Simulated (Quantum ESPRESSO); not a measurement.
Runs of Quantum ESPRESSO 7.5 on Ir. The cell holds a slab with vacuum, 5 atoms: a = 2.715 Å, b = 2.715 Å, c = 23.867 Å, α = 90.00°, β = 90.00°, γ = 120.00°. The slab is cut from a database's or a generator's crystal, which needn't be the stable form of the element.

| level | potentials or basis | k mesh | cutoff (eV) | smearing | boundary across the vacuum | real-space augmentation (tqr) | mixing beta | tefield | dipfield | other keys | gap on the mesh (eV) | largest force (eV/Å) | work function (eV) |
| --- | --- | --- | --- | --- | --- | --- | --- | --- | --- | --- | --- | --- | --- |
| RPBE | JTH 2.0 PBE | 11 × 11 × 1, shifted | 490 | gaussian 0.136 eV | dipole | yes | 0.9 | yes | yes | mixing_beta = 0.9; kshift = [1, 1, 0] | none | 0.35 | 5.38 |
| PBE+D2 | Ansatz NC SR PBE | 11 × 11 × 1 | 925 | fermi-dirac 0.05 eV | none | - | 0.3 | - | - | - | none | (a) | 5.51 |
| LDA | GBRV 1.5 LDA | 11 × 11 × 1 | 544 | gaussian 0.2 eV | none | yes | 0.05 | - | - | mixing_beta = 0.05; startingwfc = atomic | none | (b) | 5.88 |
| PBE+D3 | GBRV 1.5 PBE | 11 × 11 × 1 | 544 | methfessel-paxton 0.136 eV | none | yes | 0.3 | - | - | - | none | 0.18 | 5.50 |

Alike in all rows: task work function; no spin polarisation; cell as given.

Question: Estimate the missing entries.

Answer: (a) 0.78; (b) 0.68.

Caveats: real space augmentation costs some meV and hundredths of eV per Å (some runs); the potentials were made for another functional, which shifts forces and pressure (some runs).

A k mesh can miss the band edges, and the runs leave out spin-orbit coupling on Ir.

A gap of «none» marks a metal or a gap under the smearing width.

The runs don't all hold the same shells in valence.
